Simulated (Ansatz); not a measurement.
Rh, space group P6_3/mmc: an equation of state with a fit, run with the Ansatz DFT code, driven from Python.

Script `rh.py`:
```python
"""Bulk modulus of Rh from an E(V) curve."""

import ansatz as az
import numpy as np

vectors0 = np.array([
    [2.73098, 0.0, 0.0],
    [-1.36549, 2.3651, 0.0],
    [0.0, 0.0, 4.42849],
])
sites = [
    ("Rh", [2 / 3, 1 / 3, 0.75]),
    ("Rh", [1 / 3, 2 / 3, 0.25]),
]


def make_crystal(cell):
    crystal = az.Crystal(lattice=az.Lattice.of(cell))
    for symbol, position in sites:
        crystal = crystal.atom(symbol, position)
    return crystal

# uniform scaling of the cell
volumes, energies, pressures = [], [], []
for scale in np.linspace(0.92, 1.08, 7):
    cell = vectors0 * scale ** (1 / 3)
    calc = (
        make_crystal(cell).calculation()
        .occupations("Fermi-Dirac", width=0.2)
        .basis(500)
        .accuracy("low")
        .scf(tolerance=1e-07)
        .mixing("msr1")
        .functional("r2SCAN")
        .kpoints(10, 10, 5)
        .stress()
    )
    report = calc.run(threads=1, pin="off").report
    volumes.append(abs(np.linalg.det(cell)) / len(sites))
    energies.append(report["free_energy_ev"] / len(sites))
    pressures.append(np.trace(report["stress_gpa"]) / 3)
    print(f"V = {volumes[-1]:8.4f} A^3/atom  F = {energies[-1]:.5f} eV/atom  P = {pressures[-1]:8.3f} GPa")

# third-order Birch-Murnaghan: a cubic in V^(-2/3)
x = np.array(volumes) ** (-2 / 3)
poly = np.polynomial.Polynomial.fit(x, energies, 3).convert()
roots = poly.deriv().roots()
x0 = min((r.real for r in roots if abs(r.imag) < 1e-9 and poly.deriv(2)(r.real) > 0), key=lambda r: abs(r - x.mean()))
v0 = x0 ** -1.5
b0 = 4 / 9 * poly.deriv(2)(x0) * v0 ** (-7 / 3) * 160.21766
b1 = 4 + 2 / 3 * x0 * poly.deriv(3)(x0) / poly.deriv(2)(x0)
print(f"V0 = {v0:.4f} A^3/atom, B0 = {b0:.1f} GPa, dB/dP = {b1:.2f}")
```

From its runs, with one value withheld:

| V (Å³/atom) | F less the lowest row shown (meV/atom) |
| --- | --- |
| 13.158 | ? |
| 13.539 | 6.29 |
| 13.921 | 0.00 |
| 14.302 | 10.93 |
| 14.683 | 36.35 |
| 15.065 | 73.93 |
| 15.446 | 121.68 |

What is the missing energy at 13.158 Å³ an atom?

A third-order Birch-Murnaghan fit, E = E0 + (9 V0 B0 / 16) [(t - 1)³ B' + (t - 1)² (6 - 4t)] with t = (V0/V)^(2/3), through the 6 rows shown gives V0 = 13.859 Å³, B0 = 269.9 GPa, B' = 5.31 and E0 = -0.23 meV. At V = 13.158 Å³, t = 1.03521, and the fit extrapolates to 33.09 meV. The run gave 33.01 meV, a miss of 0.08 meV.

Caveats:
- The settings weren't tested for convergence.
- Shape and fractional positions are held along the curve, so the bulk modulus is an upper value where they are free to relax, by a factor of two or more in layered or hydrogen-bonded cells.
- For a metal this k-point mesh is coarse: on a finer one energies can move by several to tens of meV an atom and pressures by half a GPa or more, differences at one mesh by less.
- The program warned that this SCF threshold is loose for forces or stresses.
- Pressure is positive in compression.
- At these settings the cell as given stands under about -8 GPa, so it isn't at this functional's equilibrium volume.
- This isn't the structure that Rh takes at ambient conditions.
- Hardware and time: 21 s on 1 thread of Arm Neoverse V2, on a shared host, peak memory 0.42 GiB.
